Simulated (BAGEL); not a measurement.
# One shape, several levels: singlet [SiH2ClO2]+

We compute a comparison of 6 runs (HF/STO-3G, HF/6-31G*, B3LYP/6-31G*, B3LYP/def2-SVPD, PBE0/def2-SVPD, RI-MP2/def2-SVPD) of singlet [SiH2ClO2]+. 

The calculation is run with BAGEL 1.2.2.

3 further runs of the same task are left out: 3 set aside as unsound or not needed.

### 1 Starting point

The species is [SiH2ClO2]+ (6 atoms), meant as a singlet with charge +1. SMILES of the parent species: `O[Si](O)Cl`. The coordinates come from a PBE0-D4/def2-TZVP relaxation. This is one conformer, not always the lowest. That shape belongs to the parent species and isn't relaxed for this state.

Bond lengths: O1–Si2 1.632 Å, Si2–O3 1.632 Å, Si2–Cl4 2.078 Å, O1–H5 0.959 Å, O3–H6 0.959 Å. Angles: O1–Si2–O3 103.6°, O1–Si2–Cl4 111.0°, O3–Si2–Cl4 111.0°, Si2–O1–H5 117.0°, Si2–O3–H6 117.1°.

### 2 A single-point energy at HF/STO-3G (density fitting with qzvpp-jkfit) (run 1)

The input, input.json:

```json
{ "bagel" : [

{
  "title" : "molecule",
  "basis" : "sto-3g",
  "df_basis" : "qzvpp-jkfit",
  "angstrom" : "true",
  "geometry" : [
    { "atom" : "O", "xyz" : [   -0.320700,    1.391300,   -0.390800 ] },
    { "atom" : "Si", "xyz" : [    0.131800,   -0.176800,   -0.408200 ] },
    { "atom" : "O", "xyz" : [    1.197500,   -0.281000,    0.823600 ] },
    { "atom" : "Cl", "xyz" : [   -1.498500,   -1.425000,   -0.089600 ] },
    { "atom" : "H", "xyz" : [   -1.028800,    1.647400,   -0.984600 ] },
    { "atom" : "H", "xyz" : [    1.518800,   -1.155900,    1.049500 ] }
  ]
},
{ "title" : "hf", "charge" : 1 },
{ "title" : "print", "file" : "orbitals.molden", "orbitals" : "true" }

]}
```

On the command line:

```
$ BAGEL_NUM_THREADS=1 BAGEL input.json > input.out
```

Log:

```text
* using 1 threads per process

  ===============================================================
  ===============================================================

  *** Geometry ***

  { "atom" : "O", "xyz" : [     -0.606035,      2.629176,     -0.738505 ] },
  { "atom" : "Si", "xyz" : [      0.249066,     -0.334104,     -0.771386 ] },
  { "atom" : "O", "xyz" : [      2.262947,     -0.531013,      1.556378 ] },
  { "atom" : "Cl", "xyz" : [     -2.831755,     -2.692860,     -0.169319 ] },
  { "atom" : "H", "xyz" : [     -1.944150,      3.113135,     -1.860624 ] },
  { "atom" : "H", "xyz" : [      2.870116,     -2.184334,      1.983268 ] },

  Number of auxiliary basis functions:      446

  Since a DF basis is specified, we compute 2- and 3-index integrals:
    o Being stored without compression. Storage requirement is 0.003 GB

  Number of basis functions:       30
  Number of electrons      :       49

    * METHOD: MOLECULE                             0.12

  *** RHF ***

  === Nuclear Repulsion ===
   216.9503985784

      * DIIS with orbital gradients will be used.

  === RHF iteration (sto-3g) ===
      0       -888.70152039          0.02041239           0.02
      1       -888.82803361          0.01004183           0.02
      2       -888.85272973          0.00109863           0.02
      3       -888.85330968          0.00030497           0.02
      4       -888.85338127          0.00006310           0.02
      5       -888.85338472          0.00001366           0.02
      6       -888.85338491          0.00000622           0.02
      7       -888.85338496          0.00000234           0.02
      8       -888.85338497          0.00000068           0.02
      9       -888.85338497          0.00000021           0.02
     10       -888.85338497          0.00000007           0.02
     11       -888.85338497          0.00000003           0.02
     12       -888.85338497          0.00000001           0.02
    * SCF iteration converged.

    * Permanent dipole moment:
           (   -1.151730,    -0.103997,     1.294954) a.u.

    * METHOD: HF                                   0.31

    * METHOD: PRINT                                0.00

  ===============================================================
```

Run time: 0.58 s. Hardware: 1 thread of Arm Neoverse V2, shared host.

### 3 A single-point energy at HF/6-31G(d) (density fitting with qzvpp-jkfit, spherical functions) (run 2)

The input, job.json:

```json
{ "bagel": [

{
  "title": "molecule",
  "basis": "6-31gs.json",
  "df_basis": "qzvpp-jkfit",
  "angstrom": "true",
  "geometry": [
    { "atom": "O", "xyz": [      -0.320700,       1.391300,      -0.390800 ] },
    { "atom": "Si", "xyz": [       0.131800,      -0.176800,      -0.408200 ] },
    { "atom": "O", "xyz": [       1.197500,      -0.281000,       0.823600 ] },
    { "atom": "Cl", "xyz": [      -1.498500,      -1.425000,      -0.089600 ] },
    { "atom": "H", "xyz": [      -1.028800,       1.647400,      -0.984600 ] },
    { "atom": "H", "xyz": [       1.518800,      -1.155900,       1.049500 ] }
  ]
},

{ "title": "hf", "charge": 1 },

{ "title": "print", "file": "orbitals.molden", "orbitals": "true" }

]}
```

The basis set 6-31G* is read from a file made from the Basis Set Exchange's data (not shown).

On the command line:

```
$ BAGEL_NUM_THREADS=1 BAGEL job.json > job.out
```

Log:

```text
* using 1 threads per process

  ===============================================================
  ===============================================================

  *** Geometry ***

  { "atom" : "O", "xyz" : [     -0.606035,      2.629176,     -0.738505 ] },
  { "atom" : "Si", "xyz" : [      0.249066,     -0.334104,     -0.771386 ] },
  { "atom" : "O", "xyz" : [      2.262947,     -0.531013,      1.556378 ] },
  { "atom" : "Cl", "xyz" : [     -2.831755,     -2.692860,     -0.169319 ] },
  { "atom" : "H", "xyz" : [     -1.944150,      3.113135,     -1.860624 ] },
  { "atom" : "H", "xyz" : [      2.870116,     -2.184334,      1.983268 ] },

  Number of auxiliary basis functions:      446

  Since a DF basis is specified, we compute 2- and 3-index integrals:
    o Being stored without compression. Storage requirement is 0.016 GB

  Number of basis functions:       68
  Number of electrons      :       49

    * METHOD: MOLECULE                             0.16

  *** RHF ***

  === Nuclear Repulsion ===
   216.9503985784

      * DIIS with orbital gradients will be used.

  === RHF iteration (6-31gs.json) ===
      0       -898.76430460          0.02864115           0.05
      1       -898.91414073          0.02145054           0.05
      2       -899.05795555          0.00156471           0.05
      3       -899.05924934          0.00047973           0.05
      4       -899.05941231          0.00012901           0.05
      5       -899.05943042          0.00003799           0.04
      6       -899.05943276          0.00001358           0.05
      7       -899.05943308          0.00000446           0.04
      8       -899.05943312          0.00000136           0.05
      9       -899.05943312          0.00000044           0.05
     10       -899.05943312          0.00000019           0.05
     11       -899.05943312          0.00000007           0.05
     12       -899.05943312          0.00000003           0.05
     13       -899.05943312          0.00000001           0.05
     14       -899.05943312          0.00000001           0.05
    * SCF iteration converged.

    * Permanent dipole moment:
           (   -0.721262,     0.414760,     1.471000) a.u.

    * METHOD: HF                                   0.81

    * METHOD: PRINT                                0.01

  ===============================================================
```

It took 1.1 s on 1 thread of Arm Neoverse V2, shared host; peak memory 0.093 GiB.

Runs 3 to 4 aren't shown in full; the table further down has their settings and results.

### 4 A single-point energy at PBE0/def2-SVPD (density fitting with qzvpp-jkfit) (run 5)

The input, input.json:

```json
{ "bagel": [

{
  "title": "molecule",
  "basis": "def2-svpd.json",
  "df_basis": "qzvpp-jkfit",
  "angstrom": true,
  "geometry": [
    { "atom": "O", "xyz": [      -0.320700,       1.391300,      -0.390800 ] },
    { "atom": "Si", "xyz": [       0.131800,      -0.176800,      -0.408200 ] },
    { "atom": "O", "xyz": [       1.197500,      -0.281000,       0.823600 ] },
    { "atom": "Cl", "xyz": [      -1.498500,      -1.425000,      -0.089600 ] },
    { "atom": "H", "xyz": [      -1.028800,       1.647400,      -0.984600 ] },
    { "atom": "H", "xyz": [       1.518800,      -1.155900,       1.049500 ] }
  ]
},

{
  "title": "ks",
  "xc_func": "pbe0",
  "charge": 1
},

{
  "title": "print",
  "file": "orbitals.molden",
  "orbitals": true
}

]}
```

The basis set def2-SVPD is read from a file made from the Basis Set Exchange's data (not shown).

On the command line:

```
$ BAGEL_NUM_THREADS=1 BAGEL input.json > input.out
```

Log:

```text
* using 1 threads per process

  ===============================================================
  ===============================================================

  *** Geometry ***

  { "atom" : "O", "xyz" : [     -0.606035,      2.629176,     -0.738505 ] },
  { "atom" : "Si", "xyz" : [      0.249066,     -0.334104,     -0.771386 ] },
  { "atom" : "O", "xyz" : [      2.262947,     -0.531013,      1.556378 ] },
  { "atom" : "Cl", "xyz" : [     -2.831755,     -2.692860,     -0.169319 ] },
  { "atom" : "H", "xyz" : [     -1.944150,      3.113135,     -1.860624 ] },
  { "atom" : "H", "xyz" : [      2.870116,     -2.184334,      1.983268 ] },

  Number of auxiliary basis functions:      446

  Since a DF basis is specified, we compute 2- and 3-index integrals:
    o Being stored without compression. Storage requirement is 0.046 GB

  Number of basis functions:      113
  Number of electrons      :       49

    * METHOD: MOLECULE                             0.19

  *** Kohn-Sham DFT ***

    * Removing 10350 points whose weight is below 1.00e-10
    * Grid points: 79086

  === Nuclear Repulsion ===
   216.9503985784

       - DIIS with orbital gradients will be used.

  === KS iteration (pbe0 / def2-svpd.json) ===
      0       -877.67615955          0.09830217           0.36
      1       -875.88253991          0.13305733           0.35
      2       -833.30982621          0.19819920           0.36
      3       -888.86128402          0.10011890           0.35
      4       -862.40142546          0.19586980           0.35
      5       -888.08857767          0.13766756           0.36
      6       -894.16519130          0.10211774           0.35
      7       -899.76138516          0.03273071           0.35
      8       -900.11245086          0.02063984           0.36
      9       -900.26057445          0.01374611           0.36
     10       -900.35594055          0.00169497           0.36
     11       -900.35710321          0.00069069           0.36
     12       -900.35749899          0.00021472           0.35
     13       -900.35752538          0.00006575           0.36
     14       -900.35752728          0.00002981           0.36
     15       -900.35752779          0.00000373           0.36
     16       -900.35752780          0.00000169           0.36
     17       -900.35752781          0.00000042           0.36
     18       -900.35752781          0.00000046           0.36
     19       -900.35752781          0.00000017           0.35
     20       -900.35752781          0.00000009           0.35
     21       -900.35752781          0.00000004           0.36
     22       -900.35752781          0.00000002           0.36
     23       -900.35752781          0.00000000           0.35
    * SCF iteration converged.

    * Permanent dipole moment:
           (   -0.545512,     0.275212,     1.059301) a.u.

    * METHOD: KS                                   8.87

    * METHOD: PRINT                                0.02

  ===============================================================
```

Run time: 9.3 s. Hardware: 1 thread of Arm Neoverse V2, shared host; peak memory 0.43 GiB.

### 5 A single-point energy at RI-MP2/def2-SVPD (density fitting with qzvpp-jkfit) (run 6)

The input, input.json:

```json
{ "bagel" : [

{
  "title" : "molecule",
  "basis" : "def2-svpd.json",
  "df_basis" : "qzvpp-jkfit",
  "angstrom" : "true",
  "geometry" : [
    { "atom" : "O", "xyz" : [      -0.320700,       1.391300,      -0.390800 ] },
    { "atom" : "Si", "xyz" : [       0.131800,      -0.176800,      -0.408200 ] },
    { "atom" : "O", "xyz" : [       1.197500,      -0.281000,       0.823600 ] },
    { "atom" : "Cl", "xyz" : [      -1.498500,      -1.425000,      -0.089600 ] },
    { "atom" : "H", "xyz" : [      -1.028800,       1.647400,      -0.984600 ] },
    { "atom" : "H", "xyz" : [       1.518800,      -1.155900,       1.049500 ] }
  ]
},

{
  "title" : "hf",
  "charge" : 1
},

{
  "title" : "mp2",
  "charge" : 1,
  "ncore" : 12
}

]}
```

The basis set def2-SVPD is read from a file made from the Basis Set Exchange's data (not shown).

On the command line:

```
$ BAGEL_NUM_THREADS=1 BAGEL input.json > input.out
```

Log:

```text
* using 1 threads per process

  ===============================================================
  ===============================================================

  *** Geometry ***

  { "atom" : "O", "xyz" : [     -0.606035,      2.629176,     -0.738505 ] },
  { "atom" : "Si", "xyz" : [      0.249066,     -0.334104,     -0.771386 ] },
  { "atom" : "O", "xyz" : [      2.262947,     -0.531013,      1.556378 ] },
  { "atom" : "Cl", "xyz" : [     -2.831755,     -2.692860,     -0.169319 ] },
  { "atom" : "H", "xyz" : [     -1.944150,      3.113135,     -1.860624 ] },
  { "atom" : "H", "xyz" : [      2.870116,     -2.184334,      1.983268 ] },

  Number of auxiliary basis functions:      446

  Since a DF basis is specified, we compute 2- and 3-index integrals:
    o Being stored without compression. Storage requirement is 0.046 GB

  Number of basis functions:      113
  Number of electrons      :       49

    * METHOD: MOLECULE                             0.19

  *** RHF ***

  === Nuclear Repulsion ===
   216.9503985784

      * DIIS with orbital gradients will be used.

  === RHF iteration (def2-svpd.json) ===
      0       -898.41178273          0.02373052           0.09
      1       -898.57241016          0.02067558           0.09
      2       -898.77439441          0.00129144           0.09
      3       -898.77603984          0.00044780           0.09
      4       -898.77625542          0.00014017           0.09
      5       -898.77628011          0.00003848           0.08
      6       -898.77628319          0.00001330           0.09
      7       -898.77628357          0.00000481           0.09
      8       -898.77628363          0.00000169           0.09
      9       -898.77628363          0.00000086           0.09
     10       -898.77628363          0.00000027           0.09
     11       -898.77628363          0.00000009           0.09
     12       -898.77628363          0.00000004           0.08
     13       -898.77628363          0.00000001           0.08
     14       -898.77628363          0.00000001           0.09
    * SCF iteration converged.

    * Permanent dipole moment:
           (   -0.629370,     0.415003,     1.356518) a.u.

    * METHOD: HF                                   1.49

  *** RHF ***

  === Nuclear Repulsion ===
   216.9503985784

      * DIIS with orbital gradients will be used.

  === RHF iteration (def2-svpd.json) ===
      0       -898.77628363          0.00000000           0.09
    * SCF iteration converged.

    * Permanent dipole moment:
           (   -0.629370,     0.415003,     1.356518) a.u.

  === DF-MP2 calculation ===

    * freezing 12 orbitals
    * 3-index integral transformation done
    * assembly done

      MP2 correlation energy:   -0.6265399859      0.05

      MP2 total energy:       -899.4028236184

    * METHOD: MP2                                  0.24

  ===============================================================
```

Wall time 2.1 s (1 thread of Arm Neoverse V2, shared host); peak memory 0.14 GiB.

### 6 The series

```csv
run,level,frozen core orbitals,energy (Eh),HOMO energy (eV),LUMO energy (eV),HOMO–LUMO gap (eV),wall time
1,HF/STO-3G (density fitting with qzvpp-jkfit),–,-888.853385,-17.33,-5.29,12.04,0.58 s
2,"HF/6-31G* (density fitting with qzvpp-jkfit, spherical functions)",–,-899.059433,-19.02,-7.67,11.35,1.1 s
3,"B3LYP/6-31G* (density fitting with qzvpp-jkfit, spherical functions)",–,-901.095296,-15.13,-10.99,4.14,5.4 s
4,B3LYP/def2-SVPD (density fitting with qzvpp-jkfit),–,-900.821178,-15.25,-11.07,4.18,9 s
5,PBE0/def2-SVPD (density fitting with qzvpp-jkfit),–,-900.357528,-15.55,-10.84,4.71,9.3 s
6,RI-MP2/def2-SVPD (density fitting with qzvpp-jkfit),12,-899.402824,–,–,–,2.1 s
```

### 7 What came out

```
                                           quantity          value
                                run 6: total energy  -899.40282 Eh
run 6: correlation energy (12 core orbitals frozen)     -626.5 mEh
```

**Reading.** Over runs 1, 2, 3, 4, 5 the HOMO–LUMO gap runs from 4.14 eV (B3LYP/6-31G*) to 12.04 eV (HF/STO-3G). The two ends differ in method and basis. Totals of different functionals can't be ranked against each other. In run 1 the basis is minimal, so the values are rough. All runs together took 28 s, the longest 9.3 s.
